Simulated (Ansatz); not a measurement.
# CH₅GaO₂: basis-set convergence

The task here is to estimate one member of a computed series from the others.

Computed with Ansatz 0.2.0, Gaussian basis. Level: one geometry, several basis sets.

The runs, in order: PBE0-D4/def2-SVP; ωB97M-V/def2-SVP; PBE0-D4/def2-QZVPP; ωB97M-V/def2-QZVPP; the functionals' def2-TZVPP values are taken from earlier runs.

**Structure used throughout**

An earlier PBE0-D4 in a triple-zeta def2 set relaxation fixed the geometry.

SMILES `[CH3][Ga]([OH])[OH]`, 9 atoms, charge 0, spin multiplicity 1.

Atoms are counted from 1 here; the program's logs count them from 0.

Bond lengths: C1–Ga2 1.941 Å, C1–H5 1.090 Å, C1–H6 1.091 Å, C1–H7 1.091 Å, Ga2–O3 1.791 Å, Ga2–O4 1.791 Å, O3–H8 0.959 Å, O4–H9 0.959 Å. Angles: Ga2–C1–H5 110.5°, Ga2–C1–H6 109.9°, Ga2–C1–H7 110.2°, H5–C1–H6 108.9°, H5–C1–H7 109.4°, H6–C1–H7 107.9°, C1–Ga2–O3 121.3°, C1–Ga2–O4 121.2°, O3–Ga2–O4 117.5°, Ga2–O3–H8 115.4°, Ga2–O4–H9 115.3°.

Geometry (Å):

```xyz
9
CH5GaO2
C     0.1395    0.7406   -1.3856
Ga   -0.0223   -0.1804    0.3149
O     0.2379   -1.9475    0.4432
O    -0.4357    0.7068    1.8148
H     0.2598    0.0245   -2.1979
H     1.0053    1.4049   -1.3681
H    -0.7466    1.3499   -1.5688
H     0.1412   -2.3145    1.3236
H    -0.4907    0.1696    2.6070
```

The first run:

Contents of in.yaml:

```yaml
crystal:
  periodic: [false, false, false]
  atoms:
    - {symbol: C, position_ang: [0.139485, 0.740573, -1.385607]}
    - {symbol: Ga, position_ang: [-0.022304, -0.180408, 0.314934]}
    - {symbol: O, position_ang: [0.237878, -1.947537, 0.443198]}
    - {symbol: O, position_ang: [-0.435670, 0.706754, 1.814801]}
    - {symbol: H, position_ang: [0.259764, 0.024460, -2.197885]}
    - {symbol: H, position_ang: [1.005296, 1.404870, -1.368073]}
    - {symbol: H, position_ang: [-0.746583, 1.349900, -1.568842]}
    - {symbol: H, position_ang: [0.141200, -2.314485, 1.323616]}
    - {symbol: H, position_ang: [-0.490666, 0.169572, 2.606956]}
basis:
  gaussian: {orbitals: def2-SVP}
hamiltonian: {xc: pbe0, dispersion: d4}
output: {orbitals: {seedname: orbitals}}
```

Among the steps run: PBE0-D4 in def2-SVP; ωB97M-V in def2-SVP; PBE0-D4 in def2-QZVPP; ωB97M-V in def2-QZVPP.

One table of the session follows, with a row left open; its other results are not shown here.

It belongs to the step «Functionals by basis». 

```
functional       basis  HOMO (eV)  LUMO (eV)
   PBE0-D4    def2-SVP      -8.25       0.04
   PBE0-D4  def2-TZVPP      -8.53      -0.23
   PBE0-D4  def2-QZVPP      -8.60      -0.52
   ωB97M-V    def2-SVP          ?          ?
   ωB97M-V  def2-TZVPP     -11.02       1.39
   ωB97M-V  def2-QZVPP     -11.10       0.87
```

Q: Estimate the row for ωB97M-V, def2-SVP from the others.

As computed: HOMO (eV): -10.72; LUMO (eV): 1.74. In the column «HOMO (eV)» it lies between ωB97M-V, def2-TZVPP (-11.02) and PBE0-D4, def2-QZVPP (-8.60).
